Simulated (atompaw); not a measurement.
# Li: the cost of one run

Program: atompaw 4.2.0.5. Reference atom: PBEsol, scalar-relativistic, spherical and spin-unpolarised. All values are calculated.

**1. The design**

Typed settings, in words:

- element: lithium (Li, Z = 3)
- type: PAW
- frozen core: none
- valence charge: 3
- reference configuration: 1s2 2s1 2p0
- partial waves: 1s (bound): rc 0.45 bohr; 2s (bound): rc 3.00 bohr; 2p (bound, empty): rc 3.00 bohr; 2p channel at 1.15 Ry: rc 3.00 bohr; 3d channel at 0.5 Ry: rc 3.00 bohr; 3d channel at 2.5 Ry: rc 3.00 bohr
- local potential: ultrasoft scheme with l = 3 at 0.5 Ry, radius 2.55 bohr
- core correction: not asked for
- augmentation charge: besselshape compensation charge, radius 2.80 bohr; PAW radius 3.00 bohr; waves and projectors: custom polynom vanderbiltortho

The outer shells as boxes (Hund's rule for the drawing; the calculation is spin-unpolarised):

```
1s [↑↓]
2s [↑ ]
2p [  ][  ][  ]
```

The nodes and maxima of the atom's own shells, from an earlier all-electron run, set the scale for the radii.

All-electron outer shells of the reference configuration (PBEsol, scalar-relativistic, ld1.x):

```json
{"shell": "1s", "level (eV)": "-51.37", "outermost node (bohr)": "–", "outermost maximum (bohr)": "0.36"}
{"shell": "2s", "level (eV)": "-2.82", "outermost node (bohr)": "0.84", "outermost maximum (bohr)": "3.16"}
{"shell": "2p", "level (eV)": "-1.06", "outermost node (bohr)": "–", "outermost maximum (bohr)": "3.91"}
```

**2. The generation run**

Li.input reads:

```
Li 3
GGA-PBESOL scalarrelativistic loggrid 1500 logderivrange -6 5 276
2 2 0 0 0 0
2 0 1
2 1 0
0 0 0
v
v
v
2
3.00 2.80 2.55 1.70
n
y
1.15
n
y
0.5
y
2.5
n
custom polynom vanderbiltortho besselshape
3 0.5 ultrasoft
0.45
3.00
3.00
3.00
3.00
3.00
PWSCFOUT
UPFDX 0.0125d0 UPFXMIN -7.d0 UPFZMESH 3.d0
END
```

Run with:

```sh
$ atompaw < Li.input > Li.log
```

**Question.** How long does this run take on 1 thread of Intel Xeon Platinum 8488C, shared host?

About 1.1 s.
